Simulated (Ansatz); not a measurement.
# MgAlC2N2: the cost of one run

Program: Ansatz 0.2.0. Level of theory: DFT PBE, scalar-relativistic, plane waves, PAW. These are calculated values, not measurements.

2 further runs of the same task are left out: 1 that didn't finish, 1 set aside as unsound or not needed.

### Step 1. The starting structure

The structure is triclinic, space group P-1 (No. 2). The conventional cell has a = 3.512 Å, b = 4.012 Å, c = 7.463 Å, α = 77.84°, β = 78.83°, γ = 76.90°. Mg (site symmetry -1) has 2 C at 1.98 Å as nearest neighbours. Al (site symmetry -1) is surrounded by 2 N at 1.96 Å. C (site symmetry 1) is surrounded by 1 N at 1.17 Å. N (site symmetry 1) is surrounded by 1 C at 1.17 Å.

Structure file:

```cif
data_structure
_symmetry_space_group_name_H-M 'P 1'
_symmetry_Int_Tables_number 1
_cell_length_a 3.5119
_cell_length_b 4.0115
_cell_length_c 7.4632
_cell_angle_alpha 77.836
_cell_angle_beta 78.827
_cell_angle_gamma 76.896
_cell_volume 98.92
loop_
_atom_site_label
_atom_site_type_symbol
_atom_site_fract_x
_atom_site_fract_y
_atom_site_fract_z
_atom_site_occupancy
Mg1 Mg 0.00000 0.00000 0.00000 1
Al1 Al 0.50000 0.00000 0.50000 1
C1 C 0.19364 0.61271 0.19364 1
C2 C 0.80636 0.38729 0.80636 1
N1 N 0.30807 0.38386 0.30807 1
N2 N 0.69193 0.61614 0.69193 1
```

The cell is invented: packed cyanide-bridged chains (P-1, No. 2). The dimensions are guesses.

### Step 2. The guess as it stands, on a coarse mesh

input.yaml

```yaml
crystal:
  lattice:
    - [3.51187988, 0.0, 0.0]
    - [0.90950943, 3.90707667, 0.0]
    - [1.4461398, 1.27795561, 7.20939791]
  atoms:
    - { symbol: Mg, position: [0.0, 0.0, 0.0] }
    - { symbol: Al, position: [0.5, 0.0, 0.5] }
    - { symbol: C, position: [0.19364303, 0.61271394, 0.19364303] }
    - { symbol: C, position: [0.80635697, 0.38728606, 0.80635697] }
    - { symbol: "N", position: [0.30806846, 0.38386308, 0.30806846] }
    - { symbol: "N", position: [0.69193154, 0.61613692, 0.69193154] }
basis:
  ecutwfc: 420
kpoints:
  mp_grid: { grid: [6, 4, 4] }
hamiltonian:
  xc: pbe
scf:
  occupations: { method: gaussian, width: 0.1 }
  lower_state_search: "off"
output:
  forces: true
  stress: true
  eigenvalues: true
```

Run with:

```console
$ ansatz run input.yaml --threads 1 --pin off --max-ram 2560MiB --backend cpu --events-out ev --progress --plain --runs-dir out
```

**Question.** How long does this run take on 1 thread of Arm Neoverse V1, shared host, and how much memory does it need?

About 7.2 s, with a peak of 0.38 GiB.
